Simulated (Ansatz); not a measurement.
# InNH3 (SMILES [NH2][InH]): U-wB97X/def2-SVP (core potential)

Aim: the electronic atomisation energy of InNH3 at U-wB97X/def2-SVP (core potential), from 4 runs. 

Program for the calculation: Ansatz 0.2.0.

41 further runs of the same task are left out: 41 set aside as unsound or not needed.

### Step 1. Starting point

The species is InNH3 (5 atoms), meant as a doublet with charge 0. SMILES: `[NH2][InH]`. Geometry: relaxed at PBE0-D4/def2-TZVP. This is one conformer, not always the lowest.

Bond lengths: N1–In2 2.036 Å, N1–H3 1.011 Å, N1–H4 1.009 Å, In2–H5 1.761 Å. Angles: N1–In2–H5 116.4°, In2–N1–H3 120.0°, In2–N1–H4 120.8°, H3–N1–H4 109.8°.

### Step 2. The energy at U-wB97X/def2-SVP (core potential)

Contents of input.yaml:

```yaml
crystal:
  periodic: [false, false, false]
  atoms:
    - symbol: "N"
      position_ang: [-0.299400, -0.736500, 0.264700]
    - symbol: In
      position_ang: [0.846600, 0.946400, 0.296000]
    - symbol: H
      position_ang: [-0.846800, -0.960800, -0.554700]
    - symbol: H
      position_ang: [0.017600, -1.585600, 0.707600]
    - symbol: H
      position_ang: [0.331900, 2.262600, -0.755100]
basis:
  gaussian:
    orbitals: def2-SVP
magnetization:
  spin_polarized: true
  initial_magnetization: 1
hamiltonian:
  xc: {name: wB97X}
accuracy: high
output:
  orbitals: {seedname: orbitals}
```

Launch:

```bash
$ ansatz run input.yaml --threads 1 --pin off --max-ram 3480MiB --events-out events.jsonl --progress --plain --runs-dir runs
```

The program printed:

```text
Warning: RAYON_NUM_THREADS=1 ignored (pool sized by the plan → 1); use --threads N
Functional definition: wB97X
  name "wB97X"
  parameter omega = 0.3/bohr
  parameter cx = 0.157706
  parameter cx1 = 0.726479
  parameter cx2 = 1.04760
  parameter cx3 = -5.70635
  parameter cx4 = 13.2794
  parameter css1 = -4.33879
  parameter css2 = 18.2308
  parameter css3 = -31.7430
  parameter css4 = 17.2901
  parameter cos1 = 2.37031
  parameter cos2 = -11.3995
  parameter cos3 = 6.58405
  parameter cos4 = -3.78132
  exchange = spin_sum(e_x_unif_sr(omega)*poly(b97_u_x, 1 - cx, cx1, cx2, cx3, cx4)) + cx*exact_x_sr(omega)
      + exact_x_lr(omega)
  correlation = spin_sum(e_c_pw_same_spin*poly(b97_u_same, 1, css1, css2, css3, css4))
      + integral(e_c_pw_opposite_spin*poly(b97_u_opposite, 1, cos1, cos2, cos3, cos4))
1332 factors; integrals over basis functions are off by at most 2.7e-9 eV
284 factors; integrals over basis functions are off by at most 1.5e-9 eV
mean field evaluation 1: about -6705.2693 eV, gradient 3.4e1 eV
mean field evaluation 2: about -6700.3559 eV, gradient 4.6e1 eV
mean field evaluation 4: about -6710.6867 eV, gradient 6.0e-1 eV
mean field evaluation 8: about -6710.7362 eV, gradient 1.1e-1 eV
mean field evaluation 16: about -6710.7367 eV, gradient 4.6e-4 eV
mean field -6710.73669171 eV, -246.6150247196 hartree, gradient 6.9e-8 eV, S^2 0.754989; 0 other end points of the search recorded, 0 dependent functions left out
reference -6710.73668941 eV, -246.6150246351 hartree; 16, 15 occupied and 39, 40 virtual orbitals, 1332 factors
Total energy: -6710.73668941 eV, -246.6150246351 hartree
```

Run time: 28 s. Hardware: 1 thread of Arm Neoverse V1, shared host; peak memory 0.53 GiB.

### Step 3. The H atom at the same level

Contents of job.yaml:

```yaml
crystal:
  periodic: [false, false, false]
  atoms:
    - {symbol: H, position_ang: [0.000000, 0.000000, 0.000000]}
basis:
  gaussian: {orbitals: def2-SVP}
magnetization: {spin_polarized: true, initial_magnetization: 1}
hamiltonian: {xc: {name: wB97X}}
accuracy: high
```

Run the same way, it converges to -0.50060 Eh (log not shown).

### Step 4. The In atom

Contents of run.yaml:

```yaml
crystal:
  periodic: [false, false, false]
  atoms:
    - {symbol: In, position_ang: [0.000000, 0.000000, 0.000000]}
basis:
  gaussian:
    orbitals: def2-SVP
magnetization:
  spin_polarized: true
  initial_magnetization: 1
hamiltonian:
  xc: {name: wB97X}
accuracy: high
```

Run the same way, it converges to -190.13946 Eh (log not shown).

### Step 5. The N atom, same level

Contents of in.yaml:

```yaml
crystal:
  periodic: [false, false, false]
  atoms:
    - {symbol: N, position_ang: [0.000000, 0.000000, 0.000000]}
basis:
  gaussian:
    orbitals: def2-SVP
magnetization:
  spin_polarized: true
  initial_magnetization: 3
hamiltonian:
  xc: {name: wB97X}
accuracy: high
```

Launch:

```bash
$ ansatz run in.yaml --threads 1 --pin off --max-ram 3480MiB --events-out events.jsonl --progress --plain --runs-dir runs
```

The program printed (excerpt; [...] marks lines left out):

```text
Warning: RAYON_NUM_THREADS=1 ignored (pool sized by the plan → 1); use --threads N
Functional definition: wB97X
  name "wB97X"
[...]
      + exact_x_lr(omega)
[...]
      + integral(e_c_pw_opposite_spin*poly(b97_u_opposite, 1, cos1, cos2, cos3, cos4))
95 factors; integrals over basis functions are off by at most 1.5e-9 eV
54 factors; integrals over basis functions are off by at most 8.9e-10 eV
[...]
mean field -1483.75645170 eV, -54.5270438736 hartree, gradient 1.7e-9 eV, S^2 3.756077; 0 other end points of the search recorded, 0 dependent functions left out
reference -1483.75645113 eV, -54.5270438529 hartree; 5, 2 occupied and 9, 12 virtual orbitals, 95 factors
Total energy: -1483.75645113 eV, -54.5270438529 hartree
```

Run time: 1.2 s. Hardware: 1 thread of Arm Neoverse V1, shared host; peak memory 0.13 GiB.

### Step 6. Outcome

Level: U-wB97X/def2-SVP (core potential).

```
                                    quantity          value
                      molecule: total energy  -246.61502 Eh
molecule: HOMO energy (highest over α and β)       -7.43 eV
 molecule: LUMO energy (lowest over α and β)       -1.29 eV
                              molecule: ⟨S²⟩          0.755
                        H atom: total energy    -0.50060 Eh
                                H atom: ⟨S²⟩          0.750
                       In atom: total energy  -190.13946 Eh
                               In atom: ⟨S²⟩          0.752
                        N atom: total energy   -54.52704 Eh
                                N atom: ⟨S²⟩          3.756
               electronic atomisation energy      12.156 eV
```

In words: Taking the molecule apart into free atoms costs 12.16 eV (280 kcal/mol), before zero-point energy and without spin-orbit coupling.
